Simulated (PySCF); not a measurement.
# PtH3 (quartet): basis, grid and Hamiltonian

Which parts of the numerical set-up matter for PtH3 (quartet)? Each run edits the base script.

Computed with PySCF 2.14.0. Level: each script names its method and basis.

2 further runs of the same task are left out: 1 for a known fault of the program, 1 that didn't finish. Runs told in other sessions of the task aren't counted.

## 1. The starting structure

PtH3 (quartet): 4 atoms, charge 0, spin multiplicity 4.

Bond lengths: Pt1–H2 1.689 Å, Pt1–H3 1.602 Å, Pt1–H4 1.602 Å. Angles: H2–Pt1–H3 66.9°, H2–Pt1–H4 66.9°, H3–Pt1–H4 133.8°.

As a file:

```xyz
4
charge 0, multiplicity 4
Pt    0.0000    0.0000   -0.0134
H     0.0000    0.0000    1.6755
H     1.4730    0.0000    0.6154
H    -1.4730    0.0000    0.6154
```

## 2. The run that the others are compared with

input.py

```python
from pyscf import gto, scf, mcscf

mol = gto.M(
    atom='Pt 0 0 -0.0134; H 0 0 1.6755; H 1.473 0 0.6154; H -1.473 0 0.6154',
    basis='def2-tzvp',
    ecp={'Pt': 'def2-tzvp'},
    charge=0,
    spin=3,
    verbose=4,
)
mf = scf.ROHF(mol)
mf.level_shift = 0.3
mf = mf.newton()
mf.kernel()
mc = mcscf.CASCI(mf, 4, 3)
mc.kernel()
mc.analyze()
mf.dip_moment()
print('orbital energies (hartree):', mf.mo_energy[..., max(0, mol.nelec[1]-3):mol.nelec[0]+3].round(4))
```

Run with:

```console
$ OMP_NUM_THREADS=1 python input.py
```

Its log is not repeated here.

## 3. Def2-svp

Edit 1 changes basis set: def2-tzvp → def2-svp.

input.py: that of step 2 with these lines changed.

```diff
@@ -4,4 +4,4 @@
     atom='Pt 0 0 -0.0134; H 0 0 1.6755; H 1.473 0 0.6154; H -1.473 0 0.6154',
-    basis='def2-tzvp',
-    ecp={'Pt': 'def2-tzvp'},
+    basis='def2-svp',
+    ecp={'Pt': 'def2-svp'},
     charge=0,
```

## 4. Lanl2dz

Edit 2 changes basis set: def2-tzvp → lanl2dz. The core potential changes with it: totals don't compare.

input.py: that of step 2 with these lines changed.

```diff
@@ -4,4 +4,4 @@
     atom='Pt 0 0 -0.0134; H 0 0 1.6755; H 1.473 0 0.6154; H -1.473 0 0.6154',
-    basis='def2-tzvp',
-    ecp={'Pt': 'def2-tzvp'},
+    basis='lanl2dz',
+    ecp={'Pt': 'lanl2dz'},
     charge=0,
```

## 5. Crenbl

Edit 3 changes basis set: def2-tzvp → crenbl. The core potential changes with it: totals don't compare.

input.py: that of step 2 with these lines changed.

```diff
@@ -4,4 +4,4 @@
     atom='Pt 0 0 -0.0134; H 0 0 1.6755; H 1.473 0 0.6154; H -1.473 0 0.6154',
-    basis='def2-tzvp',
-    ecp={'Pt': 'def2-tzvp'},
+    basis='crenbl',
+    ecp={'Pt': 'crenbl'},
     charge=0,
```

Before running it: what results should come out? Wanted: for each run, E(SCF); from base; SCF dipole; after the SCF.

The runs gave:

| run | E(SCF) (hartree) | from base (eV) | cycles | SCF dipole (D) | functions | after the SCF |
| --- | --- | --- | --- | --- | --- | --- |
| base | -120.001838 | 0 | 4 macro | 0.07 | 58 | n/a |
| def2-svp | -119.980517 | +0.5802 | 4 macro | 0.28 | 47 | CASCI correlation 0.000 eV (this space leaves nothing to correlate) |
| lanl2dz | -119.706223 | not comparable | 4 macro | 0.53 | 28 | CASCI correlation -2.289 eV |
| crenbl | -120.331746 | not comparable | 4 macro | 0.27 | 52 | CASCI correlation 0.000 eV (this space leaves nothing to correlate) |

What this shows: def2-svp (47 functions) gives an energy 0.58 eV higher than def2-tzvp (58).
